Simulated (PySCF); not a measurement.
# From one method to the next for BiFO

What do other methods print for BiFO?

Computed with PySCF 2.14.0. Level: method and basis as typed in the scripts.

1 further run of the same task is left out (it didn't finish).

**1. Starting geometry**

BiFO: 3 atoms, charge 0, spin multiplicity 1.

Bond lengths: Bi1–O2 1.934 Å, Bi1–F3 2.082 Å. Angles: O2–Bi1–F3 101.3°.

Geometry (Å):

```xyz
3
charge 0, multiplicity 1
Bi   -0.0280    0.0000   -0.1802
O    -1.5187    0.0000    1.0513
F     1.5868    0.0000    1.1333
```

**2. The run that the others are compared with**

Contents of input.py:

```python
from pyscf import gto, dft

mol = gto.M(
    atom='Bi -0.028 0 -0.1802; O -1.5187 0 1.0513; F 1.5868 0 1.1333',
    basis='crenbl',
    ecp={'Bi': 'crenbl', 'O': 'crenbl', 'F': 'crenbl'},
    charge=0,
    spin=0,
    verbose=4,
)
mf = dft.RKS(mol, xc='lc_wpbe')
mf.kernel()
mf.mulliken_pop()
mf.dip_moment()
print('orbital energies (hartree):', mf.mo_energy[..., max(0, mol.nelec[1]-3):mol.nelec[0]+3].round(4))
```

The run is started by

```bash
$ python input.py
```

**3. MP2 (RHF)**

Variant 1 changes step after the SCF: analyze → mp2; SCF type: RKS → RHF; functional: lc_wpbe → none (Hartree–Fock).

input.py: that of step 2 with these lines changed.

```diff
@@ -1,2 +1,2 @@
-from pyscf import gto, dft
+from pyscf import gto, scf, mp
 
@@ -10,5 +10,5 @@
 )
-mf = dft.RKS(mol, xc='lc_wpbe')
+mf = scf.RHF(mol)
 mf.kernel()
-mf.mulliken_pop()
+mp.MP2(mf).kernel()
 mf.dip_moment()
```

**4. R2scan**

Variant 2 changes functional: lc_wpbe → r2scan.

input.py: that of step 2 with these lines changed.

```diff
@@ -10,3 +10,3 @@
 )
-mf = dft.RKS(mol, xc='lc_wpbe')
+mf = dft.RKS(mol, xc='r2scan')
 mf.kernel()
```

**5. UKS**

Variant 3 changes SCF type: RKS → UKS.

Contents of input.py:

```python
from pyscf import gto, dft

mol = gto.M(
    atom='Bi -0.028 0 -0.1802; O -1.5187 0 1.0513; F 1.5868 0 1.1333',
    basis='crenbl',
    ecp={'Bi': 'crenbl', 'O': 'crenbl', 'F': 'crenbl'},
    charge=0,
    spin=0,
    verbose=4,
)
mf = dft.UKS(mol, xc='lc_wpbe')
mf.kernel()
mf.mulliken_pop()
mf.dip_moment()
print('orbital energies (hartree):', [e[max(0, n-3):n+3].round(4) for e, n in zip(mf.mo_energy, mol.nelec)])
```

**6. ROKS**

Variant 4 changes SCF type: RKS → ROKS.

input.py: that of step 2 with these lines changed.

```diff
@@ -10,3 +10,3 @@
 )
-mf = dft.RKS(mol, xc='lc_wpbe')
+mf = dft.ROKS(mol, xc='lc_wpbe')
 mf.kernel()
```

**7. Revpbe**

Variant 5 changes functional: lc_wpbe → revpbe.

input.py: that of step 2 with these lines changed.

```diff
@@ -10,3 +10,3 @@
 )
-mf = dft.RKS(mol, xc='lc_wpbe')
+mf = dft.RKS(mol, xc='revpbe')
 mf.kernel()
```

Q: Predict the outcome of this session. Wanted: for each run, E(SCF); from base; gap; SCF dipole; after the SCF.

As calculated:

```
      run  E(SCF) (hartree)  from base (eV)  cycles  gap (eV)  SCF dipole (D)               after the SCF
     base       -112.341691               0      12      8.97            5.90                         n/a
MP2 (RHF)       -109.887460  not comparable      13     10.29            6.21  MP2 correlation -15.058 eV
   r2scan       -111.926114  not comparable      12      2.59            5.38                         n/a
      UKS       -112.341691          0.0000      14      8.97            5.90                         n/a
     ROKS       -112.341691          0.0000      12       n/a            5.90                         n/a
   revpbe       -112.478403  not comparable      16      2.30            5.20                         n/a
```

What this shows: The SCF energy stays the same, to the digits that matter, with UKS or ROKS. Total energies of different functionals can't be compared with each other; differences within one functional can. With UKS, ROKS the path hardly changes: 12 to 14 cycles against 12.
